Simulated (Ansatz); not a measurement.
**AlF3 (SMILES [F][Al]([F])[F]) at 6 levels**

Aim: a comparison of 6 runs (UHF/STO-3G, PBE0/STO-3G, UPBE/STO-3G, r2SCAN0/STO-3G, BCCD(T)/STO-3G, CCSDT(Q)/STO-3G) of AlF3. 

Program for the calculation: Ansatz 0.2.0.

38 further runs of the same task are left out: 6 that didn't finish, 32 set aside as unsound or not needed.

## 1. The system as given

AlF3 has 4 atoms, charge 0, and is taken as a singlet. As SMILES, `[F][Al]([F])[F]`. The F3–Al1 distance was set to 3.262 Å, away from the relaxed value. At this shape a bond of the SMILES string is far longer than usual.

Bond lengths: Al1–F2 1.631 Å, Al1–F4 1.631 Å. Angles: F2–Al1–F4 120.0°.

## 2. The energy at UHF/STO-3G (run 1)

molecule.yaml

```yaml
crystal:
  periodic: [false, false, false]
  atoms:
    - {symbol: Al, position_ang: [0.791116, -1.426527, 0.014120]}
    - {symbol: F, position_ang: [2.422156, -1.453327, 0.028870]}
    - {symbol: F, position_ang: [-0.791540, 1.425990, -0.016640]}
    - {symbol: F, position_ang: [-0.047784, -2.824847, 0.019780]}
basis:
  gaussian: {orbitals: STO-3G}
magnetization: {spin_polarized: true, initial_magnetization: 0}
hamiltonian: {xc: hf}
accuracy: high
```

Started as:

```
ansatz run molecule.yaml --threads 1 --pin off --max-ram 2610MiB --events-out events.jsonl --progress --plain --runs-dir runs
```

What it wrote:

```text
Warning: RAYON_NUM_THREADS=1 ignored (pool sized by the plan → 1); use --threads N
Functional definition: HF
  name "HF"
  exchange = exact_x
  correlation = 0
410 factors; integrals over basis functions are off by at most 4.3e-8 eV
mean field evaluation 1: about -14493.5064 eV, gradient 1.9e1 eV
mean field evaluation 2: about -14493.5237 eV, gradient 1.9e1 eV
mean field evaluation 4: about -14496.8374 eV, gradient 5.5e0 eV
mean field evaluation 8: about -14498.7400 eV, gradient 1.1e1 eV
mean field evaluation 16: about -14503.5985 eV, gradient 1.2e1 eV
mean field evaluation 32: about -14504.8404 eV, gradient 6.6e0 eV
mean field evaluation 64: about -14506.1028 eV, gradient 3.9e-2 eV
mean field evaluation 96: about -14506.1134 eV, gradient 1.5e-2 eV
mean field evaluation 128: about -14501.2450 eV, gradient 7.5e0 eV
mean field evaluation 160: about -14500.4568 eV, gradient 2.1e0 eV
mean field evaluation 192: about -14500.6424 eV, gradient 8.8e-1 eV
mean field -14506.11789594 eV, -533.0900000759 hartree, gradient 1.8e-8 eV, S^2 1.001445; 5 other end points of the search recorded, 0 dependent functions left out
reference -14506.11789594 eV, -533.0900000759 hartree; 20, 20 occupied and 4, 4 virtual orbitals, 410 factors
Total energy: -14506.11789594 eV, -533.0900000759 hartree
```

It took 0.52 s on 1 thread of Arm Neoverse V1, shared host.

## 3. The energy at PBE0/STO-3G (run 2)

in.yaml

```yaml
crystal:
  periodic: [false, false, false]
  atoms:
    - symbol: Al
      position_ang: [0.791116, -1.426527, 0.014120]
    - symbol: F
      position_ang: [2.422156, -1.453327, 0.028870]
    - symbol: F
      position_ang: [-0.791540, 1.425990, -0.016640]
    - symbol: F
      position_ang: [-0.047784, -2.824847, 0.019780]
basis:
  gaussian: {orbitals: STO-3G}
hamiltonian: {xc: pbe0}
accuracy: high
```

Started as:

```
ansatz run in.yaml --threads 1 --pin off --max-ram 2610MiB --events-out events.jsonl --progress --plain --runs-dir runs
```

What it wrote:

```text
Warning: RAYON_NUM_THREADS=1 ignored (pool sized by the plan → 1); use --threads N
Functional definition: PBE0
  name "PBE0"
  parameter a = 0.25
  parameter kappa = 0.804
  parameter beta = 0.06672455060314922
  exchange = (1 - a)*pbe_x(kappa = kappa, mu = beta*pi^2/3) + a*exact_x
  correlation = pbe_c(beta = beta)
410 factors; integrals over basis functions are off by at most 4.3e-8 eV
mean field evaluation 1: about -14525.2995 eV, gradient 2.9e1 eV
mean field evaluation 2: about -14160.0331 eV, gradient 4.3e1 eV
mean field evaluation 4: about -14528.3102 eV, gradient 8.8e0 eV
mean field evaluation 8: about -14399.6938 eV, gradient 4.7e1 eV
mean field evaluation 16: about -14535.5252 eV, gradient 6.3e-9 eV
mean field evaluation 32: about -14535.4409 eV, gradient 2.2e0 eV
mean field -14535.52520423 eV, -534.1706987225 hartree, gradient 4.2e-8 eV, S^2 0.000000; 4 other end points of the search recorded, 0 dependent functions left out
reference -14535.52520526 eV, -534.1706987604 hartree; 20, 20 occupied and 4, 4 virtual orbitals, 410 factors
Total energy: -14535.52520526 eV, -534.1706987604 hartree
```

Wall time 1.5 s (1 thread of Arm Neoverse V1, shared host); peak memory 0.099 GiB.

Runs 3 to 5 aren't shown in full; the table further down has their settings and results.

## 4. The energy at CCSDT(Q)/STO-3G (run 6)

job.yaml

```yaml
crystal:
  periodic: [false, false, false]
  atoms:
    - {symbol: Al, position_ang: [0.791116, -1.426527, 0.014120]}
    - {symbol: F, position_ang: [2.422156, -1.453327, 0.028870]}
    - {symbol: F, position_ang: [-0.791540, 1.425990, -0.016640]}
    - {symbol: F, position_ang: [-0.047784, -2.824847, 0.019780]}
basis:
  gaussian:
    orbitals: STO-3G
correlation:
  method: ccsdt_q
  frozen_orbitals: {Al: 5, F: 1}
accuracy: high
scf:
  omitted_lower_state_checks: [cluster_reference, increment]
```

Started as:

```
ansatz run job.yaml --threads 1 --pin off --max-ram 2610MiB --events-out events.jsonl --progress --plain --runs-dir runs
```

What it wrote:

```text
Warning: RAYON_NUM_THREADS=1 ignored (pool sized by the plan → 1); use --threads N
[... 13 lines left out ...]
8 core orbitals not correlated: weight in the atoms' cores, before any rotation towards them, 1.000 or more for the frozen orbitals, at most 0.000 for the correlated occupied ones
[... 78 lines left out ...]
WARN: these amplitudes may be one of several solutions (largest doubles amplitude 0.92, level shift 13.18 eV)
Total energy: -14508.00938415 eV, -533.1595109855 hartree
Checks for a lower state left out: cluster_reference, increment
```

It took 1.4 s on 1 thread of Arm Neoverse V1, shared host.

## 5. Overview of the runs

| run | level | frozen core orbitals | energy (Eh) | wall time |
| --- | --- | --- | --- | --- |
| 1 | UHF/STO-3G | – | -533.090000 | 0.52 s |
| 2 | PBE0/STO-3G | – | -534.170699 | 1.5 s |
| 3 | UPBE/STO-3G | – | -534.135212 | 7.2 s |
| 4 | r2SCAN0/STO-3G | – | -534.405213 | 4.5 s |
| 5 | BCCD(T)/STO-3G | 8 | -533.162809 | 0.48 s |
| 6 | CCSDT(Q)/STO-3G | 8 | -533.159511 | 1.4 s |

## 6. What came out

| quantity | value |
| --- | --- |
| run 6: total energy | -533.15951 Eh |
| run 6: correlation energy (8 core orbitals frozen) | -273.5 mEh |
| run 6: T1 diagnostic | 0.061 |

In words: Below the UHF energy at the same shape and in the same basis (STO-3G): BCCD(T) -72.8 mEh; CCSDT(Q) -69.5 mEh. Some of these start from another determinant than that one, so these aren't their correlation energies. Totals of different functionals can't be ranked against each other. In runs 5, 6 the log says that unrestricted orbitals would lower the reference, so the values rest on an unstable closed-shell determinant (other closed-shell runs at this shape may share the fault). In runs 1, 2, 3, 4, 5, 6 the basis is minimal, so the values are rough. Spin contamination of the reference: run 1 ⟨S²⟩ = 1.00, run 3 ⟨S²⟩ = 0.76. Where it is this large, the reference is a mixture of spin states, and values that rest on it are in doubt. All runs together took 16 s, the longest 7.2 s.
